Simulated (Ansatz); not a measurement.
**Br₂H₄N₂Ti: basis-set convergence**

The task here is to estimate one member of a computed series from the others.

The runs use Ansatz 0.2.0, Gaussian basis; one geometry, several basis sets.

Plan: PBE0-D4/def2-SVP; ωB97M-V/def2-SVP; PBE0-D4/def2-QZVPP; ωB97M-V/def2-QZVPP; the functionals' def2-TZVPP values are taken from earlier runs.

**Structure used throughout**

An earlier PBE0-D4 in a triple-zeta def2 set relaxation fixed the geometry.

SMILES `[NH2][Ti]([NH2])([Br])[Br]`, 9 atoms, charge 0, spin multiplicity 1.

Atoms are counted from 1 here; the program's logs count them from 0.

Bond lengths: N1–Ti2 1.853 Å, N1–H6 1.009 Å, N1–H7 1.012 Å, Ti2–N3 1.848 Å, Ti2–Br4 2.367 Å, Ti2–Br5 2.367 Å, N3–H8 1.012 Å, N3–H9 1.012 Å. Angles: Ti2–N1–H6 126.5°, Ti2–N1–H7 122.5°, H6–N1–H7 111.0°, N1–Ti2–N3 105.7°, N1–Ti2–Br4 109.2°, N1–Ti2–Br5 109.2°, N3–Ti2–Br4 109.9°, N3–Ti2–Br5 109.9°, Br4–Ti2–Br5 112.7°, Ti2–N3–H8 124.0°, Ti2–N3–H9 124.0°, H8–N3–H9 111.0°.

Set-up of the first run:

in.yaml reads:

```yaml
crystal:
  periodic: [false, false, false]
  atoms:
    - {symbol: N, position_ang: [-0.895827, 0.929602, -0.883674]}
    - {symbol: Ti, position_ang: [0.407831, -0.271069, -0.342202]}
    - {symbol: N, position_ang: [0.191678, -0.453794, 1.484144]}
    - {symbol: Br, position_ang: [0.041663, -2.351652, -1.409595]}
    - {symbol: Br, position_ang: [2.543339, 0.633726, -0.814889]}
    - {symbol: H, position_ang: [-1.577224, 1.383109, -0.293521]}
    - {symbol: H, position_ang: [-1.005210, 1.214085, -1.849132]}
    - {symbol: H, position_ang: [0.720424, 0.066950, 2.171777]}
    - {symbol: H, position_ang: [-0.338073, -1.197357, 1.920094]}
basis:
  gaussian: {orbitals: def2-SVP}
hamiltonian: {xc: pbe0, dispersion: d4}
output: {orbitals: {seedname: orbitals}}
```

On the command line:

```
$ ansatz run in.yaml --threads 4 --pin off --events-out ev --progress --plain --max-ram 11315MiB
```

Steps of the session up to this table: PBE0-D4 in def2-SVP; ωB97M-V in def2-SVP; PBE0-D4 in def2-QZVPP; ωB97M-V in def2-QZVPP.

One table of the session follows, with a row left open; its other results are not shown here.

It belongs to the step «Functionals by basis». 

| functional | basis | HOMO (eV) | LUMO (eV) |
| --- | --- | --- | --- |
| PBE0-D4 | def2-SVP | -7.51 | -2.34 |
| PBE0-D4 | def2-TZVPP | -7.71 | -2.44 |
| PBE0-D4 | def2-QZVPP | -7.74 | -2.47 |
| ωB97M-V | def2-SVP | ? | ? |
| ωB97M-V | def2-TZVPP | -9.89 | -0.32 |
| ωB97M-V | def2-QZVPP | -9.92 | -0.35 |

Estimate the missing values for ωB97M-V, def2-SVP.

As computed: HOMO (eV): -9.67; LUMO (eV): -0.17. In the column «HOMO (eV)» it lies between ωB97M-V, def2-TZVPP (-9.89) and PBE0-D4, def2-QZVPP (-7.74).
